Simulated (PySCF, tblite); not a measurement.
**C₅H₁₄ClGeN: geometry, infrared bands and NMR shifts**

What infrared bands and NMR shifts should C₅H₁₄ClGeN (`CCC[N](C)[Ge@@H]([CH3])[Cl]`) show?

Computed with tblite 0.8.0 and PySCF 2.14.0, with density-fitted response routines of our own, on a single molecule in the gas phase. Atoms are numbered from 0 throughout.

### Step 1. The molecule as given

22 atoms, charge 0, multiplicity 1; geometry from: force field or distance geometry start.

Bonds of the start (Å): C0–C1 1.51, C1–C2 1.55, C2–N3 1.46, N3–C4 1.47, N3–Ge5 1.88, Ge5–C6 1.95, Ge5–Cl7 2.17, C0–H8 1.11, C0–H9 1.12, C0–H10 1.11, C1–H11 1.11, C1–H12 1.13, C2–H13 1.11, C2–H14 1.11, C4–H15 1.11, C4–H16 1.12, C4–H17 1.11, Ge5–H18 1.55, C6–H19 1.10, C6–H20 1.11, C6–H21 1.11.

### Step 2. Relaxing the molecule with GFN2-xTB

What the job is given:

```
{"job": {"kind": "relax", "xc": "GFN2-xTB", "basis": "xTB"}, "charge": 0, "multiplicity": 1}
C     -2.812200     0.933400    -1.077500
C     -2.049200    -0.115500    -0.304600
C     -0.549900     0.245700    -0.182000
N      0.151600    -0.687900     0.688000
C      0.501100    -1.936100    -0.004500
Ge     1.738700     0.097600     1.310400
C      2.772500     0.826200    -0.176300
Cl     1.276500     1.695800     2.705800
H     -2.403400     1.033000    -2.102200
H     -3.891400     0.634500    -1.145200
H     -2.767400     1.916900    -0.562800
H     -2.165300    -1.097300    -0.812000
H     -2.485500    -0.207300     0.734000
H     -0.501400     1.275400     0.238500
H     -0.100400     0.293100    -1.196400
H     -0.416400    -2.477600    -0.306800
H      1.124200    -1.725500    -0.908500
H      1.062500    -2.619000     0.664900
H      2.599100    -0.961300     2.054300
H      3.022100     0.012200    -0.880300
H      2.174200     1.610600    -0.685000
H      3.709500     1.272700     0.215200
```

Command:

```console
OMP_NUM_THREADS=1 python probes_run.py task.json out
```

One launch serves the whole session: the jobs run in the order shown.

**Question.** This job is followed by: GFN2-xTB harmonic vibrations, gas phase; GIAO PBE0/pcSseg-1 NMR shielding, non-relativistic, gas phase. What will the session give for the following? strongest single infrared mode (GFN2-xTB); zero-point energy (GFN2-xTB); 13C shifts against TMS (PBE0/pcSseg-1); 1H shifts against TMS (PBE0/pcSseg-1, means over atoms taken as alike); 15N shifts against NH3 (PBE0/pcSseg-1); 73Ge shifts against GeMe4 (PBE0/pcSseg-1); 35Cl shifts against HCl (PBE0/pcSseg-1).

The runs gave:

| quantity | value |
| --- | --- |
| strongest single infrared mode (GFN2-xTB) | 1834 cm⁻¹, 365 km/mol |
| zero-point energy (GFN2-xTB) | 112.8 kcal/mol |
| 13C shifts against TMS (PBE0/pcSseg-1) | 56.9, 39.9, 26.5, 13.2, 6.3 ppm |
| 1H shifts against TMS (PBE0/pcSseg-1, means over atoms taken as alike) | 5.52, 3.03, 2.81, 2.53, 2.01, 1.29, 0.96, 0.58 ppm |
| 15N shifts against NH3 (PBE0/pcSseg-1) | 50.2 ppm |
| 73Ge shifts against GeMe4 (PBE0/pcSseg-1) | 66 ppm |
| 35Cl shifts against HCl (PBE0/pcSseg-1) | 7 ppm |

In words: Over 165 steps the energy fell by 0.368 eV; of the close pairs, Ge5–Cl7 changed most, 2.171 to 2.114 Å. The lowest mode is slightly imaginary (12i cm⁻¹), a soft motion within the noise of the Hessian, so the minimum is not strictly shown. The strongest single mode, at 1834 cm⁻¹, moves mainly H18. Unscaled tight-binding wavenumbers are off by several per cent, some by more. Its intensities can rank the bands wrongly. The most deshielded carbon is C2 (sp3 CH2 bonded to N), at 56.9 ppm: deshielded by the electronegative neighbour. At PBE0/pcSseg-1: The widest tensor belongs to Cl7: span 207 ppm, with a paramagnetic part of -208 ppm. Spin-orbit coupling is left out, which matters for shieldings and couplings at and beside the heavy atoms.
